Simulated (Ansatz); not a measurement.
# Al: the cost of one run

Computed with Ansatz 0.2.0 through its Python package. Level of theory: DFT r2SCAN, plane waves, PAW.

This is Al in the bcc structure; at room conditions it is fcc.

## Step 1: The system

The structure is cubic, space group Im-3m (No. 229). The conventional cell has a = 3.182 Å, b = 3.182 Å, c = 3.182 Å, α = 90.00°, β = 90.00°, γ = 90.00°. Around Al (site symmetry m-3m) lie 8 Al at 2.76 Å.

No structure file is read: the coordinates are typed or built in the script.

## Step 2: Script

File al.py:

```python
import warnings

import ansatz as az
import matplotlib.pyplot as plt
import numpy as np

VECTORS = np.array([
    [-1.591219, 1.591219, 1.591219],
    [1.591219, -1.591219, 1.591219],
    [1.591219, 1.591219, -1.591219],
])
SITES = [
    ("Al", (0.0, 0.0, 0.0)),
]


def crystal_on(cell):
    crystal = az.Crystal(lattice=az.Lattice.of(cell))
    for symbol, position in SITES:
        crystal = crystal.atom(symbol, position)
    return crystal


def main() -> None:
    warnings.simplefilter("ignore", az.DeckWarning)

    values = np.linspace(-0.03, 0.03, 5)
    energies = []
    for d in values:
        strain = np.array([[0, d / 2, 0], [d / 2, 0, 0], [0, 0, 0]])
        cell = VECTORS @ (np.eye(3) + strain)
        calculation = (
            crystal_on(cell).calculation()
            .functional(az.Functional.R2SCAN)
            .occupations("fermi_dirac")
            .basis(520)
            .kpoints(15, 15, 15)
        )
        summary = calculation.run(threads=1).report
        energies.append(summary["free_energy_ev"] / len(SITES))
        print(f"d = {d:+.4f}  F = {energies[-1]:.5f} eV/atom")
    energies = np.array(energies)

    for value, e in zip(values, energies):
        print(f"strain {value:7.3f}   E - Emin = {1000 * (e - energies.min()):9.3f} meV/atom")
    plt.figure(figsize=(4.5, 3))
    plt.plot(values, 1000 * (energies - energies.min()), "o-")
    plt.xlabel("strain")
    plt.ylabel("meV/atom")
    plt.tight_layout()
    plt.savefig("strain.png", dpi=100)
    curvature = 2 * np.polyfit(values, energies, 3)[1]
    volume = abs(np.linalg.det(VECTORS)) / len(SITES)
    print(f"d2E/dd2 over the volume: {curvature / volume * 160.21766:.1f} GPa")


if __name__ == "__main__":
    main()
```

## Step 3: Running it

Command:

```sh
$ python al.py
```

**Question.** How long does this script take on 1 thread of Arm Neoverse V2, shared host, and how much memory does it need?

About 22 s, with a peak of 0.48 GiB.
